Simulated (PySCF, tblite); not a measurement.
# C4H9ClF2Si2: geometry, infrared bands and NMR shifts

What infrared bands and NMR shifts should C4H9ClF2Si2 (`C=C[Si@H](C[SiH3])C(F)(F)Cl`) show?

Computed with tblite 0.8.0 and PySCF 2.14.0, with density-fitted response routines of our own, on a single molecule in the gas phase. Atoms are numbered from 0 throughout.

## Step 1: Starting geometry

18 atoms, charge 0, multiplicity 1; geometry from: force field or distance geometry start.

Bonds of the start (Å): C0–C1 1.32, C1–Si2 1.83, Si2–C3 1.86, C3–Si4 1.87, Si2–C5 1.86, C5–F6 1.38, C5–F7 1.40, C5–Cl8 1.78, C0–H9 1.09, C0–H10 1.09, C1–H11 1.09, Si2–H12 1.49, C3–H13 1.11, C3–H14 1.12, Si4–H15 1.46, Si4–H16 1.47, Si4–H17 1.47.

## Step 2: Relaxing the molecule with GFN2-xTB

What the job is given:

```
{"job": {"kind": "relax", "xc": "GFN2-xTB", "basis": "xTB"}, "charge": 0, "multiplicity": 1}
C      2.709200    -0.597800    -0.800500
C      2.140700    -0.138200     0.298600
Si     0.336000     0.191100     0.328400
C     -0.626900    -1.120300    -0.580800
Si    -2.462300    -0.774500    -0.473700
C     -0.109100     1.908100    -0.220200
F      0.991900     2.689400    -0.496700
F     -0.768600     2.552400     0.832700
Cl    -1.202700     1.923700    -1.622300
H      2.157200    -0.789200    -1.715700
H      3.778500    -0.782300    -0.763800
H      2.736900     0.027700     1.201500
H     -0.100600     0.089600     1.753400
H     -0.269900    -1.233200    -1.623800
H     -0.470300    -2.063100     0.011900
H     -3.169900    -1.690700     0.408500
H     -2.992000    -0.775200    -1.849500
H     -2.686800     0.588900     0.035400
```

Launch:

```sh
$ OMP_NUM_THREADS=1 python probes_run.py task.json out
```

One launch serves the whole session: the jobs run in the order shown.

**Question.** This job is followed by: GFN2-xTB harmonic vibrations, gas phase; GIAO PBE0/pcSseg-1 NMR shielding, non-relativistic, gas phase. What will the session give for the following? strongest single infrared mode (GFN2-xTB); zero-point energy (GFN2-xTB); ¹³C shifts against TMS (PBE0/pcSseg-1); ¹H shifts against TMS (PBE0/pcSseg-1, means over atoms taken as alike); ²⁹Si shifts against TMS (PBE0/pcSseg-1); ¹⁹F shifts against CFCl3 (PBE0/pcSseg-1); ³⁵Cl shifts against HCl (PBE0/pcSseg-1).

**Answer**, as computed:

```
                                                              quantity                                         value
                             strongest single infrared mode (GFN2-xTB)                          786 cm⁻¹, 429 km/mol
                                          zero-point energy (GFN2-xTB)                                 70.3 kcal/mol
                                ¹³C shifts against TMS (PBE0/pcSseg-1)                146.4, 146.1, 140.3, -13.2 ppm
¹H shifts against TMS (PBE0/pcSseg-1, means over atoms taken as alike)  6.68, 6.66, 6.23, 4.77, 4.12, 0.24, 0.02 ppm
                               ²⁹Si shifts against TMS (PBE0/pcSseg-1)                              -20.2, -74.7 ppm
                              ¹⁹F shifts against CFCl3 (PBE0/pcSseg-1)                              -65.9, -71.5 ppm
                               ³⁵Cl shifts against HCl (PBE0/pcSseg-1)                                       332 ppm
```

Over 226 steps the energy fell by 0.657 eV; of the close pairs, Si2–C5 changed most, 1.857 to 1.954 Å. All 48 modes are real, so the xTB geometry is a minimum. The strongest single mode, at 786 cm⁻¹, moves mainly H16 and H15. GFN2-xTB is a fitted tight-binding method: band positions and strengths are rough. Its intensities can rank the bands wrongly. At PBE0/pcSseg-1: The largest span, 680 ppm, is at Cl8, where the paramagnetic term is -529 ppm.
